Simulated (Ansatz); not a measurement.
# CsLiCr2Te2S3 (P1) in Ansatz: a series of runs, part 2 of 2

Ansatz 0.2.0. Earlier steps stand in the parts before.

## Step 4: Relaxation of cell and atoms, PBE, collinear spin, ferromagnetic start, target pressure 5 GPa, at which the enthalpy is minimised

File input.yaml:

```yaml
crystal:
  lattice:
    - [6.10792, -0.01886, 0.00581]
    - [-2.28822, 5.93151, 0.00333]
    - [-1.38462, -2.19395, 7.5626]
  atoms:
    - { symbol: Cs, position: [0.06348, 0.10178, 0.99394] }
    - { symbol: Li, position: [0.57026, 0.58143, 0.57403] }
    - { symbol: Cr, position: [0.07801, 0.50138, 0.5799], spin: 3.0 }
    - { symbol: Cr, position: [0.43162, 0.02972, 0.53722], spin: 3.0 }
    - { symbol: Te, position: [0.54458, 0.76732, 0.28198] }
    - { symbol: Te, position: [0.01143, 0.65932, 0.29902] }
    - { symbol: S, position: [0.778, 0.37133, 0.70773] }
    - { symbol: S, position: [0.39402, 0.82508, 0.74875] }
    - { symbol: S, position: [0.19605, 0.23009, 0.48646] }
hamiltonian:
  xc: pbe
  pseudopotentials: { kind: paw }
magnetization:
  spin_polarized: true
kpoints:
  mp_grid: { grid: [4, 4, 3] }
scf:
  occupations: { method: fermi_dirac, width: 0.05 }
output:
  forces: true
  stress: true
  eigenvalues: true
relax:
  f_tol: 0.01
  max_steps: 40
  cell: { stress_tol: 0.05, p_target: 5.0 }
```

Potentials or basis: Ansatz PAW.

On the command line:

```console
$ ansatz run input.yaml --threads 8 --pin off --max-ram 20480MiB --backend cpu --events-out ev --progress --plain --runs-dir out
```

What it wrote:

```text
Warning: RAYON_NUM_THREADS=8 ignored (pool sized by the plan → 8); use --threads N
Engine: ansatz 0.2.0, aarch64-unknown-linux-gnu
Pseudopotentials: kind: paw
Pseudopotential: Cs, paw, valence charge 9, recommended cutoff 420 eV (normal), Cs.paw.azcp
Pseudopotential: Li, paw, valence charge 3, recommended cutoff 420 eV (normal), Li.paw.azcp
Pseudopotential: Cr, paw, valence charge 14, recommended cutoff 420 eV (normal), Cr.paw.azcp
Pseudopotential: Te, paw, valence charge 16, recommended cutoff 420 eV (normal), Te.paw.azcp
Pseudopotential: S, paw, valence charge 6, recommended cutoff 420 eV (normal), S.paw.azcp
Functional definition: PBE
[... 272 lines left out ...]
  k-point 25 ↓: bands = ["-62.5478", "-62.1706", "-37.8802", "-34.0825", "-33.9911", "-33.8744", "-33.6951", "-33.6354", "-33.4575", "-29.1381", "-29.1146", "-29.0911", "-29.0107", "-29.0001", "-28.7285", "-28.6972", "-28.6659", "-28.5409", "-28.5363", "-13.5187", "-5.3244", "-5.2299", "-4.7530", "-3.6387", "-3.0574", "-0.5445", "-0.4510", "-0.3607", "3.0836", "3.2053", "3.5967", "3.7944", "4.0578", "4.5169", "4.6865", "4.8707", "5.0374", "5.2435", "5.4430", "5.8046", "6.5859", "7.0949", "7.5289", "8.5321", "8.8936", "8.9989", "9.3182", "9.4276", "9.6258", "9.8750", "10.1460", "10.4299", "11.0129", "12.2230", "12.8643", "12.9763", "13.0014", "13.3467"]
--- Relaxed structure (9 steps of the walk, 9 accepted, 1 SCFs on fresh bases) ---
  F+E_penalty+E_count = -29302.13571204 eV   max|allowed force component| = 8.367e-3 eV/Å   (the final SCF, on the basis selected at the relaxed cell)
  cell:  # Å, volume = 217.6374 Å³
    - [5.92823405462229, -0.2224550250525481, 0.05288540118459805]
    - [-2.4194667883173104, 5.645319819101438, -0.007144276074160151]
    - [-1.2109578413713307, -2.003272370847801, 6.593253365947095]
  atoms:
    - { symbol: Cs, position: [0.0866717022921048, 0.10297638023572853, 0.9782750017091546] }
    - { symbol: Li, position: [0.5728780710477194, 0.5848310053358179, 0.5679837144614464] }
    - { symbol: Cr, position: [0.07369055974950589, 0.5030559935348822, 0.5842153048019746] }
    - { symbol: Cr, position: [0.4327639020058267, 0.031829850421038836, 0.5387794337470131] }
    - { symbol: Te, position: [0.5429445034142135, 0.7698588063986183, 0.24964056270693843] }
    - { symbol: Te, position: [-0.0146146044346884, 0.6298190547473358, 0.26102134584672126] }
    - { symbol: S, position: [0.7774561270113187, 0.40595915418825135, 0.7495886939943168] }
    - { symbol: S, position: [0.4257772406089236, 0.8336716698932367, 0.7816861790980572] }
    - { symbol: S, position: [0.16988249830507576, 0.2054480852450905, 0.4978397636343774] }
```

Run time: 2.5 min. Hardware: 8 threads of Arm Neoverse V2, shared host; peak memory 1.6 GiB.

What came out:

| Quantity | Value |
| --- | --- |
| Free energy | -29302.1357 eV |
| Relaxed volume | 24.18 Å³/atom |
| Relaxed cell | a = 5.933 Å, b = 6.142 Å, c = 6.996 Å, α = 101.31°, β = 98.85°, γ = 115.35° |
| Space group after relaxing (to 0.05 Å) | P1 (No. 1) |
| Energy change on relaxing (the enthalpy is what falls) | +71.3 meV/atom |
| Ionic steps | 10 |
| Pressure after relaxing | 5.0 GPa |
| Largest force after relaxing | 0.010 eV/Å |
| Band gap on the k mesh | none (metal or under the smearing width) |
| Net moment | 5.49 μB per cell |
| Absolute moment | 6.29 μB per cell |
| Site moments | Cs +0.01; Li +0.00; Cr +2.13, +2.53; Te -0.02, -0.05; S -0.04, -0.05 μB |

Forces on the atoms (eV/Å):
```
Cs  -0.002  0.002  0.000
Li  -0.003 -0.002  0.001
Cr   0.001  0.001  0.001
Cr   0.000 -0.001  0.002
Te  -0.006 -0.002 -0.002
Te   0.008 -0.004 -0.001
S   -0.006 -0.002  0.000
S    0.001 -0.002 -0.002
S    0.006  0.008  0.001
```

The path:
| step | energy change (eV) | largest force (eV/Å) | volume (Å³) |
| --- | --- | --- | --- |
| 1 | 0.0000 | 0.1013 | 273.78 |
| 2 | 0.2580 | 0.4341 | 241.48 |
| 3 | 0.5662 | 0.2324 | 222.66 |
| 4 | 0.7340 | 0.1311 | 215.48 |
| 5 | 0.6564 | 0.0952 | 217.29 |
| 6 | 0.6347 | 0.0613 | 217.77 |
| 7 | 0.6307 | 0.0378 | 217.85 |
| 8 | 0.6389 | 0.0581 | 217.58 |
| 9 | 0.6367 | 0.0104 | 217.64 |
| 10 | 0.6417 | 0.0102 | 217.64 |

Final structure:
```
CELL_PARAMETERS angstrom
5.92823 -0.22246 0.05289
-2.41947 5.64532 -0.00714
-1.21096 -2.00327 6.59325
ATOMIC_POSITIONS crystal
Cs 0.08667 0.10298 0.97828
Li 0.57288 0.58483 0.56798
Cr 0.07369 0.50306 0.58422
Cr 0.43276 0.03183 0.53878
Te 0.54294 0.76986 0.24964
Te 0.98539 0.62982 0.26102
S 0.77746 0.40596 0.74959
S 0.42578 0.83367 0.78169
S 0.16988 0.20545 0.49784
```

Caveat: the volume moved by over 15 % at a fixed basis, so the end points are rough; the plane-wave basis is chosen anew once the cell has moved, so the energies of steps on either side of that aren't comparable; only a ferromagnetic start was run, and an antiferromagnetic order may lie lower in energy. With open d or f shells a metallic result of PBE can be an artefact of self-interaction; +U or a hybrid may open a gap.

## Step 5: For comparison

An earlier run on the cell as given: functional PBE; potentials or basis Ansatz PAW; cutoff 420 eV (not typed: the program's choice for these potentials); k mesh 5 × 5 × 4; occupations fermi-dirac, width 0.05 eV; collinear spin, ferromagnetic start; starting moments [0.0, 0.0, 3.0, 3.0, 0.0, 0.0, 0.0, 0.0, 0.0] μB.

- Pressure: 0.0 GPa
- Largest force: 0.131 eV/Å
- Band gap on the k mesh: none (metal or under the smearing width)
- Net moment: 5.40 μB per cell
- Absolute moment: 6.48 μB per cell
- Site moments: Cs +0.00; Li +0.00; Cr +2.21, +2.61; Te -0.05, -0.09; S -0.04, -0.06, -0.08 μB

## Step 6: The runs side by side

| task | cell | k mesh | target pressure (GPa) | gap on the mesh (eV) | pressure (GPa) | moment (μB) | largest force (eV/Å) |
| --- | --- | --- | --- | --- | --- | --- | --- |
| relaxation of cell and atoms | relaxed | 4 × 4 × 3 | - | none | 0.0 | 5.50 | 0.01 |
| relaxation of cell and atoms | relaxed to 2 GPa | 4 × 4 × 3 | 2 | none | 2.0 | 5.50 | 0.01 |
| relaxation of cell and atoms | relaxed to 5 GPa | 4 × 4 × 3 | 5 | none | 5.0 | 5.49 | 0.01 |
| single point | as given | 5 × 5 × 4 | - | none | 0.0 | 5.40 | 0.13 |

Alike in all rows: level PBE; potentials or basis Ansatz PAW; spin collinear, ferromagnetic start; cutoff (eV) 420; smearing fermi-dirac 0.05 eV.

Caveats: only a ferromagnetic start was run, and an antiferromagnetic order may lie lower in energy; the plane-wave basis is chosen anew once the cell has moved, so the energies of steps on either side of that aren't comparable (some runs); the volume moved by over 15 % at a fixed basis, so the end points are rough (some runs).

Absolute energies hang on the potentials; compare differences alone.
